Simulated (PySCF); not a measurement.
# C5H7FO3: excited states

Wanted: excited states for C5H7FO3 (`O=C(O)[C@]1(F)CCCO1`).

Programs: PySCF 2.14.0, with routines of our own; each step states its level. All values are computed. Atoms count from 0.

## Step 1: The system as given

16 atoms, charge 0, multiplicity 1; geometry from: GFN2-xTB.

## Step 2: Excited states: TDA LC-wPBE/def2-SVPD

The job: settings as JSON, then the geometry in Å.

```
{"job": {"kind": "states", "xc": "LC-wPBE", "basis": "def2-SVPD", "tda": true, "soc": true, "nstates": 8, "ntriplets": 6, "nquad": 4}, "charge": 0, "multiplicity": 1}
O      2.060423    -0.182356     1.515077
C      1.846731    -0.561022     0.395962
O      2.658458    -1.332201    -0.300579
C      0.550913    -0.220981    -0.359234
F      0.818996    -0.231643    -1.725387
C     -0.052940     1.130348     0.022768
C     -1.539150     0.872874    -0.217784
C     -1.668216    -0.604536     0.153416
O     -0.384701    -1.195366    -0.078225
H      3.448495    -1.566983     0.214978
H      0.359193     1.929427    -0.588248
H      0.161446     1.319522     1.074777
H     -1.775791     1.021217    -1.271590
H     -2.181496     1.506496     0.387847
H     -1.907566    -0.734346     1.214782
H     -2.402394    -1.141504    -0.449970
```

Level: TDA LC-wPBE/def2-SVPD excited states, vertical, gas phase, spin-orbit mean-field couplings.

The run is started by

```sh
$ OMP_NUM_THREADS=1 python excited_run.py task.json out
```

One launch serves the whole session: the jobs run in the order shown.

Standard output:

```text
coarse grid: 14120 points
cycle   1  E = -519.2314481504  dE =  2.001e+00  |g| = 1.206e+00  |ddm| = 5.646e+00
cycle   2  E = -519.1511049040  dE =  8.034e-02  |g| = 1.475e+00  |ddm| = 3.216e+00
cycle   3  E = -519.5144113505  dE = -3.633e-01  |g| = 1.367e-01  |ddm| = 1.809e+00
cycle   4  E = -519.5169737688  dE = -2.562e-03  |g| = 8.393e-02  |ddm| = 2.558e-01
cycle   5  E = -519.5182444741  dE = -1.271e-03  |g| = 1.194e-02  |ddm| = 1.072e-01
cycle   6  E = -519.5182877971  dE = -4.332e-05  |g| = 3.842e-03  |ddm| = 3.665e-02
cycle   7  E = -519.5182923597  dE = -4.563e-06  |g| = 1.426e-03  |ddm| = 1.076e-02
final grid: 138872 points
cycle   8  E = -519.6280247855  dE = -4.285e-05  |g| = 1.087e-02  |ddm| = 1.035e-01
cycle   9  E = -519.6280224441  dE =  2.341e-06  |g| = 1.205e-02  |ddm| = 2.597e-02
cycle  10  E = -519.6280446459  dE = -2.220e-05  |g| = 5.052e-04  |ddm| = 1.117e-02
cycle  11  E = -519.6280447027  dE = -5.684e-08  |g| = 3.646e-04  |ddm| = 1.580e-03
cycle  12  E = -519.6280447314  dE = -2.874e-08  |g| = 1.004e-04  |ddm| = 6.936e-04
cycle  13  E = -519.6280447340  dE = -2.524e-09  |g| = 3.950e-05  |ddm| = 2.050e-04
cycle  14  E = -519.6280447346  dE = -6.671e-10  |g| = 1.361e-05  |ddm| = 1.383e-04
converged SCF energy = -519.6280447346

Singlet excitations
state   eV       nm        f     d(h-e)  d(exc)  Lambda  PR(NTO)  |dmu|/D   mu/D   main configurations
  1   5.8262   212.8   0.00081   0.527   1.968   0.456   1.005    1.045    2.066   H->L+1 0.54, H-1->L+1 0.27
  2   8.2045   151.1   0.05526   1.667   2.872   0.431   1.208    6.163    7.284   H-1->L+1 0.50, H->L+1 0.19, H->L 0.11
  3   8.3108   149.2   0.03755   1.093   3.011   0.383   1.669    5.228    6.635   H->L 0.36, H->L+1 0.15, H-1->L 0.15
  4   8.7953   141.0   0.00195   0.505   3.037   0.340   1.835    2.579    2.725   H->L+2 0.21, H-2->L+1 0.14, H->L 0.12
  5   8.9082   139.2   0.02100   0.818   2.824   0.425   1.670                     H-2->L+1 0.18, H-1->L 0.15, H-5->L+1 0.14
  6   9.0866   136.4   0.17799   0.335   2.560   0.443   1.879                     H-3->L+1 0.26, H-3->L 0.13, H-2->L+1 0.12
  7   9.1574   135.4   0.01986   1.183   2.782   0.406   1.112                     H-2->L 0.27, H-3->L 0.21, H-3->L+1 0.16
  8   9.4357   131.4   0.00856   0.833   2.577   0.458   1.095                     H-7->L+1 0.23, H-3->L+1 0.15, H-2->L+1 0.14

Triplet excitations (Tamm-Dancoff)
state   eV     d(h-e)  d(exc)  Lambda  PR(NTO)   main configurations
  1   5.2410   0.514   1.952   0.456   1.007   H->L+1 0.55, H-1->L+1 0.26
  2   6.0895   0.409   1.888   0.558   1.009   H-2->L+1 0.38, H-3->L+1 0.35
  3   7.7566   1.335   2.656   0.435   1.065   H-1->L+1 0.33, H->L+1 0.22, H-5->L+1 0.09
  4   8.1292   1.314   3.093   0.337   1.090   H->L 0.53, H-1->L 0.15
  5   8.3740   0.814   2.505   0.447   1.224   H-3->L+1 0.18, H-5->L+1 0.17, H-1->L+1 0.17
  6   8.5776   0.584   3.057   0.288   1.297   H->L+2 0.26, H-1->L 0.22, H-1->L+2 0.11
S1 - T1 = 0.5852 eV

Spin-orbit couplings |<S|Hso|T>| (cm-1)
             T1       T2       T3       T4       T5       T6
S0       54.360    2.554   31.962   12.708   31.121    3.862
S1        0.969   38.478   22.399   10.250   19.993    2.382
S2       26.807    9.285    3.278    0.676   17.135    6.713
S3       17.659    4.008    7.315    1.287   11.498    5.095
S4       11.803    7.236   11.732    7.870    7.293    4.316
S5       10.435   10.317   22.729    4.299    6.723    3.425
S6       22.081    4.357   16.313    8.656    8.839    4.606
S7        6.772    9.181    4.470   27.746    1.832    8.412
S8       39.164    8.407   33.964    3.406   22.936    8.214
T1 sublevels (cm-1): 0.000 0.031 0.262   radiative rates (1/s): 16.7 39.2 736
```

It took 80 s on 1 thread of Arm Neoverse V2, shared host; peak memory 1 GiB.

In short:

```tsv
quantity	value
S1 less T1	0.59 eV
```

## Step 3: Excited states: TDDFT LC-wPBE/def2-SVPD

The job, as its differences from that of step 2:

```diff
@@ -1,2 +1,2 @@
-{"job": {"kind": "states", "xc": "LC-wPBE", "basis": "def2-SVPD", "tda": true, "soc": true, "nstates": 8, "ntriplets": 6, "nquad": 4}, "charge": 0, "multiplicity": 1}
+{"job": {"kind": "states", "xc": "LC-wPBE", "basis": "def2-SVPD", "tpa": true, "nstates": 6, "nquad": 5, "ntriplets": 0}, "charge": 0, "multiplicity": 1}
 O      2.060423    -0.182356     1.515077
```

With the program's defaults for keys left out, this is: TDDFT LC-wPBE/def2-SVPD excited states, vertical, gas phase, two-photon moments by quadratic response.

Standard output:

```text
coarse grid: 14120 points
cycle   1  E = -519.2314481504  dE =  2.001e+00  |g| = 1.206e+00  |ddm| = 5.646e+00
cycle   2  E = -519.1511049040  dE =  8.034e-02  |g| = 1.475e+00  |ddm| = 3.216e+00
cycle   3  E = -519.5144113505  dE = -3.633e-01  |g| = 1.367e-01  |ddm| = 1.809e+00
cycle   4  E = -519.5169737688  dE = -2.562e-03  |g| = 8.393e-02  |ddm| = 2.558e-01
cycle   5  E = -519.5182444741  dE = -1.271e-03  |g| = 1.194e-02  |ddm| = 1.072e-01
cycle   6  E = -519.5182877971  dE = -4.332e-05  |g| = 3.842e-03  |ddm| = 3.665e-02
cycle   7  E = -519.5182923597  dE = -4.563e-06  |g| = 1.426e-03  |ddm| = 1.076e-02
final grid: 138872 points
cycle   8  E = -519.6280247855  dE = -4.285e-05  |g| = 1.087e-02  |ddm| = 1.035e-01
cycle   9  E = -519.6280224441  dE =  2.341e-06  |g| = 1.205e-02  |ddm| = 2.597e-02
cycle  10  E = -519.6280446459  dE = -2.220e-05  |g| = 5.052e-04  |ddm| = 1.117e-02
cycle  11  E = -519.6280447027  dE = -5.684e-08  |g| = 3.646e-04  |ddm| = 1.580e-03
cycle  12  E = -519.6280447314  dE = -2.874e-08  |g| = 1.004e-04  |ddm| = 6.936e-04
cycle  13  E = -519.6280447340  dE = -2.524e-09  |g| = 3.950e-05  |ddm| = 2.050e-04
cycle  14  E = -519.6280447346  dE = -6.671e-10  |g| = 1.361e-05  |ddm| = 1.383e-04
converged SCF energy = -519.6280447346

Singlet excitations
state   eV       nm        f     d(h-e)  d(exc)  Lambda  PR(NTO)  |dmu|/D   mu/D   delta(TPA)   sigma/GM   main configurations
  1   5.7965   213.9   0.00046   0.522   1.972   0.456   1.007    1.041    2.074        0.22      0.003   H->L+1 0.55, H-1->L+1 0.27
  2   8.1507   152.1   0.05739   1.522   2.830   0.432   1.286    5.646    6.784       65.92      1.604   H-1->L+1 0.49, H->L+1 0.17, H->L 0.12
  3   8.2778   149.8   0.02841   1.017   2.939   0.401   1.949    4.794    6.178       47.84      1.201   H->L 0.28, H->L+1 0.17, H-1->L 0.14
  4   8.7331   142.0   0.04491   0.334   2.815   0.420   2.359    1.488    2.040        5.17      0.145   H-2->L+1 0.35, H->L 0.20
  5   8.8614   139.9   0.04599   0.370   3.061   0.320   2.094    2.229    2.726       11.51      0.331   H-1->L 0.30, H->L+2 0.21, H-2->L+1 0.12
  6   8.9224   139.0   0.10129   0.782   2.583   0.489   1.322                                            H-3->L+1 0.45, H-5->L+1 0.10, H-1->L+1 0.10
```

It took 80 s on 1 thread of Arm Neoverse V2, shared host; peak memory 1.1 GiB.

## Step 4: What came out

| quantity | value |
| --- | --- |
| S1 less T1 (step 2, TDA LC-wPBE/def2-SVPD) | 0.59 eV |

In words: In step 2, the number of triplets below S1 is 1, and the largest singlet-triplet spin-orbit coupling is S0–T1, 54.36 cm⁻¹.
